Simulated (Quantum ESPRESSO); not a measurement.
# BiTe (R-3m) in Quantum ESPRESSO: a series of runs

Runs on BiTe. Level: r2SCAN. Tasks: band structure, single point, equation of state.

Program: Quantum ESPRESSO 7.5. These are calculated values, not measurements. Logs are shortened: lines on timing, memory, paths and dates and some standing lists are left out, and cuts for length are marked.

## 1. The crystal as given

It takes space group R-3m (No. 166, trigonal). The conventional cell has a = 4.845 Å, b = 4.845 Å, c = 9.952 Å, α = 90.00°, β = 90.00°, γ = 120.00°. Bi (site symmetry -3m) has 6 Te at 3.25 Å as nearest neighbours. Te (site symmetry -3m) is surrounded by 6 Bi at 3.25 Å.

The cell comes from a database or a generator and needn't be the stable form of this composition.

## 2. Band structure, r2SCAN

Contents of pw.in:

```
&CONTROL
  calculation = 'scf'
  prefix = 'pwscf'
  outdir = './tmp'
  pseudo_dir = './pseudo'
  tprnfor = .true.
  tstress = .true.
  disk_io = 'low'
/
&SYSTEM
  ibrav = 0
  celldm(1) = 8
  nat = 2
  ntyp = 2
  ecutwfc = 70
  nbnd = 23
  input_dft = 'r2scan'
  occupations = 'smearing'
  smearing = 'fd'
  degauss = 0.00367493
  nosym = .true.
/
&ELECTRONS
  conv_thr = 1d-08
  electron_maxstep = 120
  mixing_beta = 0.5
/
ATOMIC_SPECIES
Bi   208.9804 Bi_ONCV_PBE-1.2.upf
Te   127.6000 Te_ONCV_PBE-1.2.upf
CELL_PARAMETERS alat
  0.5722817713243   0.3304070347278   0.7835966586787
 -0.5722817713243   0.3304070347278   0.7835966586787
  0.0000000000000  -0.6608140694556   0.7835966586787
ATOMIC_POSITIONS crystal
Bi     0.5000000000    0.5000000000    0.5000000000
Te     0.0000000000    0.0000000000    0.0000000000
K_POINTS automatic
5 5 5 0 0 0
```

Contents of bands.in:

```
&CONTROL
  calculation = 'bands'
  prefix = 'pwscf'
  outdir = './tmp'
  pseudo_dir = './pseudo'
  disk_io = 'low'
  verbosity = 'high'
/
&SYSTEM
  ibrav = 0
  celldm(1) = 8
  nat = 2
  ntyp = 2
  ecutwfc = 70
  nbnd = 23
  input_dft = 'r2scan'
  occupations = 'smearing'
  smearing = 'fd'
  degauss = 0.00367493
  nosym = .true.
/
&ELECTRONS
  conv_thr = 1d-08
  electron_maxstep = 120
  mixing_beta = 0.5
  diago_full_acc = .true.
  startingwfc = 'random'
/
ATOMIC_SPECIES
Bi   208.9804 Bi_ONCV_PBE-1.2.upf
Te   127.6000 Te_ONCV_PBE-1.2.upf
CELL_PARAMETERS alat
  0.5722817713243   0.3304070347278   0.7835966586787
 -0.5722817713243   0.3304070347278   0.7835966586787
  0.0000000000000  -0.6608140694556   0.7835966586787
ATOMIC_POSITIONS crystal
Bi     0.5000000000    0.5000000000    0.5000000000
Te     0.0000000000    0.0000000000    0.0000000000
K_POINTS crystal
60
 0.0000000000  0.0000000000  0.0000000000 1
 0.0714285714  0.0000000000  0.0000000000 1
 0.1428571429  0.0000000000  0.0000000000 1
 0.2142857143  0.0000000000  0.0000000000 1
 0.2857142857  0.0000000000  0.0000000000 1
 0.3571428571  0.0000000000  0.0000000000 1
 0.4285714286  0.0000000000  0.0000000000 1
 0.5000000000  0.0000000000  0.0000000000 1
 0.5000000000  0.0407421422 -0.0407421422 1
 0.5000000000  0.0814842844 -0.0814842844 1
 0.5000000000  0.1222264266 -0.1222264266 1
 0.5000000000  0.1629685688 -0.1629685688 1
 0.5000000000  0.2037107110 -0.2037107110 1
 0.5000000000  0.2444528532 -0.2444528532 1
 0.5000000000  0.2851949954 -0.2851949954 1
 0.7148050046  0.5000000000  0.2851949954 1
 0.6718440037  0.5000000000  0.3281559963 1
 0.6288830028  0.5000000000  0.3711169972 1
 0.5859220019  0.5000000000  0.4140779981 1
 0.5429610009  0.5000000000  0.4570389991 1
 0.5000000000  0.5000000000  0.5000000000 1
 0.4444444444  0.4444444444  0.4444444444 1
 0.3888888889  0.3888888889  0.3888888889 1
 0.3333333333  0.3333333333  0.3333333333 1
 0.2777777778  0.2777777778  0.2777777778 1
 0.2222222222  0.2222222222  0.2222222222 1
 0.1666666667  0.1666666667  0.1666666667 1
 0.1111111111  0.1111111111  0.1111111111 1
 0.0555555556  0.0555555556  0.0555555556 1
 0.0000000000  0.0000000000  0.0000000000 1
 0.0392597498  0.0000000000 -0.0392597498 1
 0.0785194995  0.0000000000 -0.0785194995 1
 0.1177792493  0.0000000000 -0.1177792493 1
 0.1570389991  0.0000000000 -0.1570389991 1
 0.1962987488  0.0000000000 -0.1962987488 1
 0.2355584986  0.0000000000 -0.2355584986 1
 0.2748182484  0.0000000000 -0.2748182484 1
 0.3140779981  0.0000000000 -0.3140779981 1
 0.3533377479  0.0000000000 -0.3533377479 1
 0.3925974977  0.0000000000 -0.3925974977 1
 0.6074025023  0.3925974977  0.0000000000 1
 0.5537012512  0.4462987488  0.0000000000 1
 0.5000000000  0.5000000000  0.0000000000 1
 0.5268506256  0.5268506256  0.0712987488 1
 0.5537012512  0.5537012512  0.1425974977 1
 0.5805518767  0.5805518767  0.2138962465 1
 0.6074025023  0.6074025023  0.2851949954 1
 0.5859220019  0.5859220019  0.3281559963 1
 0.5644415014  0.5644415014  0.3711169972 1
 0.5429610009  0.5429610009  0.4140779981 1
 0.5214805005  0.5214805005  0.4570389991 1
 0.5000000000  0.5000000000  0.5000000000 1
 0.5000000000  0.0000000000  0.0000000000 1
 0.5306864292  0.0560853568  0.0560853568 1
 0.5613728585  0.1121707136  0.1121707136 1
 0.5920592877  0.1682560704  0.1682560704 1
 0.6227457169  0.2243414272  0.2243414272 1
 0.6534321462  0.2804267841  0.2804267841 1
 0.6841185754  0.3365121409  0.3365121409 1
 0.7148050046  0.3925974977  0.3925974977 1
```

Potentials or basis: SG15 PBE 1.2.

On the command line:

```sh
$ OMP_NUM_THREADS=1 mpirun -n 2 pw.x -nk 2 -in pw.in > pw.out
$ OMP_NUM_THREADS=1 mpirun -n 2 pw.x -nk 2 -in bands.in > bands.out
```

pw.out:

```text
This program is part of the open-source Quantum ESPRESSO suite
     for quantum simulation of materials; please cite
         "P. Giannozzi et al., J. Phys.:Condens. Matter 21 395502 (2009);
         "P. Giannozzi et al., J. Phys.:Condens. Matter 29 465901 (2017);
         "P. Giannozzi et al., J. Chem. Phys. 152 154105 (2020);
     in publications or presentations arising from this work. More details at

     IMPORTANT: XC functional enforced from input :
     Exchange-correlation= R2SCAN
                           (   0   0   0   0   0 497 498)
     Any further DFT definition will be discarded
     Please, verify this is what you really want

     K-points division:     npool     =       2
     Subspace diagonalization in iterative solution of the eigenvalue problem:
     a serial algorithm will be used

     G-vector sticks info
     --------------------
     sticks:   dense  smooth     PW     G-vecs:    dense   smooth      PW
     Sum        1385    1385    399                36033    36033    5603

     Using Slab Decomposition

     bravais-lattice index     =            0
     lattice parameter (alat)  =       8.0000  a.u.
     unit-cell volume          =     455.1693 (a.u.)^3
     number of atoms/cell      =            2
     number of atomic types    =            2
     number of electrons       =        31.00
     number of Kohn-Sham states=           23
     kinetic-energy cutoff     =      70.0000  Ry
     charge density cutoff     =     280.0000  Ry
     scf convergence threshold =      1.0E-08
     mixing beta               =       0.5000
     number of iterations used =            8  plain     mixing
     Exchange-correlation= R2SCAN
                           (   0   0   0   0   0 497 498)

     celldm(1)=   8.000000  celldm(2)=   0.000000  celldm(3)=   0.000000
     celldm(4)=   0.000000  celldm(5)=   0.000000  celldm(6)=   0.000000

     crystal axes: (cart. coord. in units of alat)
               a(1) = (   0.572282   0.330407   0.783597 )
               a(2) = (  -0.572282   0.330407   0.783597 )
               a(3) = (   0.000000  -0.660814   0.783597 )

     reciprocal axes: (cart. coord. in units 2 pi/alat)
               b(1) = (  0.873695  0.504428  0.425389 )
               b(2) = ( -0.873695  0.504428  0.425389 )
               b(3) = (  0.000000 -1.008857  0.425389 )

     PseudoPot. # 1 for Bi read from file:
     Bi_ONCV_PBE-1.2.upf
     Pseudo is Norm-conserving, Zval = 15.0
     Generated using ONCVPSP code by D. R. Hamann
     Using radial grid of  602 points,  8 beta functions with:
                l(1) =   0
                l(2) =   0
                l(3) =   1
                l(4) =   1
                l(5) =   2
                l(6) =   2
                l(7) =   3
                l(8) =   3

     PseudoPot. # 2 for Te read from file:
     Te_ONCV_PBE-1.2.upf
     Pseudo is Norm-conserving, Zval = 16.0
     Generated using ONCVPSP code by D. R. Hamann
     Using radial grid of  602 points,  6 beta functions with:
                l(1) =   0
                l(2) =   0
                l(3) =   1
                l(4) =   1
                l(5) =   2
                l(6) =   2

     atomic species   valence    mass     pseudopotential
     Bi               15.00   208.98040     Bi( 1.00)
     Te               16.00   127.60000     Te( 1.00)

     No symmetry found

   Cartesian axes

     site n.     atom                  positions (alat units)
         1        Bi     tau(   1) = (   0.0000000   0.0000000   1.1753950  )
         2        Te     tau(   2) = (   0.0000000   0.0000000   0.0000000  )

     number of k points=    63  Fermi-Dirac smearing, width (Ry)=  0.0037
                       cart. coord. in units 2pi/alat
        k(    1) = (   0.0000000   0.0000000   0.0000000), wk =   0.0160000
        k(    2) = (   0.0000000  -0.2017713   0.0850778), wk =   0.0320000
        k(    3) = (   0.0000000  -0.4035427   0.1701556), wk =   0.0320000
        k(    4) = (  -0.1747391   0.1008857   0.0850778), wk =   0.0320000
        k(    5) = (  -0.1747391  -0.1008857   0.1701556), wk =   0.0320000
        k(    6) = (  -0.1747391  -0.3026570   0.2552333), wk =   0.0320000
[... 55 lines left out ...]
        k(   62) = (   0.5242173   0.5044283  -0.0850778), wk =   0.0320000
        k(   63) = (   0.5242173   0.3026570   0.0000000), wk =   0.0320000

     Dense  grid:    36033 G-vectors     FFT dimensions: (  45,  45,  45)

     WARNING: libxc functional with ID  497 depends
      on external parameters: check the user_guide of
      QE if you need to modify them or to check their
      default values.

     WARNING: libxc functional with ID  498 depends
      on external parameters: check the user_guide of
      QE if you need to modify them or to check their
      default values.

     Initial potential from superposition of free atoms

     starting charge      30.8850, renormalised to      31.0000
     Starting wfcs are random

     Self-consistent Calculation

     iteration #  1     ecut=    70.00 Ry     beta= 0.50
     Davidson diagonalization with overlap
     ethr =  1.00E-02,  avg # of iterations =  8.5

     total energy              =    -308.99526145 Ry
     estimated scf accuracy    <      60.86234886 Ry
[... 64 lines left out ...]
     iteration # 11     ecut=    70.00 Ry     beta= 0.50
     Davidson diagonalization with overlap
     ethr =  5.41E-11,  avg # of iterations =  1.0

     End of self-consistent calculation

          k = 0.0000 0.0000 0.0000 (  4463 PWs)   bands (ev):

   -26.4542 -26.4542 -26.4126 -26.4126 -26.3957 -12.5874 -12.5874 -12.5865
   -12.5865 -12.5703  -3.8592   1.4188   7.2557   7.2557   8.5743  12.1921
    12.9501  12.9501  15.1904  15.1904  17.1448  17.8323  18.1332
[... 27 lines left out ...]
   -26.4542 -26.4540 -26.4124 -26.4113 -26.3955 -12.5999 -12.5887 -12.5840
   -12.5751 -12.5656  -2.6268  -0.4161   6.7658   6.8994   7.6172  11.4546
    11.9085  12.8417  14.6674  18.2887  19.3010  20.3916  20.8471

          k =-0.1747 0.5044-0.0851 (  4494 PWs)   bands (ev):

   -26.4541 -26.4539 -26.4125 -26.4112 -26.3955 -12.5983 -12.5913 -12.5827
   -12.5758 -12.5654  -1.8640  -1.4273   6.0312   7.8243   8.2281  10.6365
    11.4368  12.8018  16.1353  17.7671  19.6161  20.3878  21.3263

          k =-0.1747 0.3027 0.0000 (  4476 PWs)   bands (ev):
[... 121 lines left out ...]
   -26.4542 -26.4539 -26.4122 -26.4112 -26.3955 -12.6017 -12.5899 -12.5802
   -12.5748 -12.5654  -1.9130  -0.9929   5.6238   5.8313   8.3653  10.7354
    13.5244  14.0146  15.8755  16.9771  19.7818  20.5139  21.9696

          k = 0.5242-0.1009-0.0851 (  4494 PWs)   bands (ev):

   -26.4541 -26.4539 -26.4125 -26.4112 -26.3955 -12.5983 -12.5913 -12.5827
   -12.5758 -12.5654  -1.8640  -1.4273   6.0312   7.8243   8.2281  10.6365
    11.4368  12.8018  16.1353  17.7671  19.6161  20.3878  21.3264

          k = 0.5242-0.3027-0.0000 (  4510 PWs)   bands (ev):

   -26.4542 -26.4540 -26.4120 -26.4113 -26.3955 -12.5964 -12.5947 -12.5784
   -12.5752 -12.5673  -1.7335  -1.4472   6.5362   7.3949   7.4935  10.6098
    10.8250  13.5701  16.6760  17.7478  18.7121  20.5768  21.1953

          k = 0.5242-0.5044 0.0851 (  4507 PWs)   bands (ev):
[... 193 lines left out ...]
   -26.4542 -26.4540 -26.4120 -26.4113 -26.3955 -12.5964 -12.5947 -12.5784
   -12.5752 -12.5673  -1.7335  -1.4472   6.5362   7.3949   7.4935  10.6098
    10.8250  13.5701  16.6760  17.7478  18.7121  20.5768  21.1950

     the Fermi energy is    10.2959 ev

!    total energy              =    -309.17770396 Ry
     estimated scf accuracy    <          1.2E-09 Ry
     smearing contrib. (-TS)   =      -0.00102808 Ry
     internal energy E=F+TS    =    -309.17667587 Ry

     The total energy is F=E-TS. E is the sum of the following terms:
     one-electron contribution =    -124.93391784 Ry
     hartree contribution      =      72.42291149 Ry
     xc contribution           =     -32.70788205 Ry
     ewald contribution        =    -223.95778747 Ry

     convergence has been achieved in  11 iterations

     Forces acting on atoms (cartesian axes, Ry/au):

     atom    1 type  1   force =     0.00000171    0.00000233    0.00000108
     atom    2 type  2   force =    -0.00000171   -0.00000233   -0.00000108

     Total force =     0.000004     Total SCF correction =     0.000002
     SCF correction compared to forces is large: reduce conv_thr to get better values

     Computing stress (Cartesian axis) and pressure

          total   stress  (Ry/bohr**3)                   (kbar)     P=      -19.15
  -0.00014686   0.00000000  -0.00000000          -21.60        0.00       -0.00
   0.00000000  -0.00014686   0.00000000            0.00      -21.60        0.00
  -0.00000000   0.00000000  -0.00009679           -0.00        0.00      -14.24

=------------------------------------------------------------------------------=
   JOB DONE.
=------------------------------------------------------------------------------=
```

Wall time 4.7 min (2 MPI ranks of Arm Neoverse V2, shared host); peak memory 0.28 GiB.

What came out:

- Free energy: -4206.5770 eV
- Pressure: -1.9 GPa
- Band gap on the k mesh: none (metal or under the smearing width)

Levels at the corners of the path, in eV from the Fermi level:
```csv
point,band 11,band 12,band 13,band 14,band 15,band 16,band 17,band 18,band 19,band 20
Γ,-14.16,-8.88,-3.04,-3.04,-1.72,1.90,2.65,2.65,4.89,4.89
L,-12.15,-12.03,-1.88,-1.86,-1.09,-0.85,-0.52,0.37,7.43,7.71
B1,-11.68,-11.54,-4.96,-4.95,-1.80,-0.53,3.37,3.73,6.28,6.45
B,-11.68,-11.54,-4.96,-4.95,-1.80,-0.53,3.37,3.73,6.28,6.45
Z,-11.82,-11.63,-2.37,-2.37,-2.27,-1.45,-1.18,-1.18,8.79,9.21
Γ,-14.16,-8.88,-3.04,-3.04,-1.72,1.90,2.65,2.65,4.89,4.89
X,-12.08,-11.24,-5.44,-3.82,-3.07,2.14,2.59,3.93,4.36,9.32
Q,-12.08,-11.24,-5.44,-3.82,-3.07,2.14,2.59,3.93,4.36,9.32
F,-12.33,-10.60,-5.70,-4.59,-3.41,3.14,3.15,3.75,4.70,9.21
P1,-11.84,-11.36,-5.16,-3.84,-3.35,1.04,1.44,3.61,5.84,8.10
Z,-11.82,-11.63,-2.37,-2.37,-2.27,-1.45,-1.18,-1.18,8.79,9.21
L,-12.15,-12.03,-1.88,-1.86,-1.09,-0.85,-0.52,0.37,7.43,7.71
P,-11.84,-11.36,-5.16,-3.84,-3.35,1.04,1.44,3.61,5.84,8.10
```

Caveat: the k mesh is coarse; the potentials were made for another functional, which shifts forces and pressure; spin-orbit coupling is left out, which moves the levels of the heavy elements.

[end of part 1 of 2]
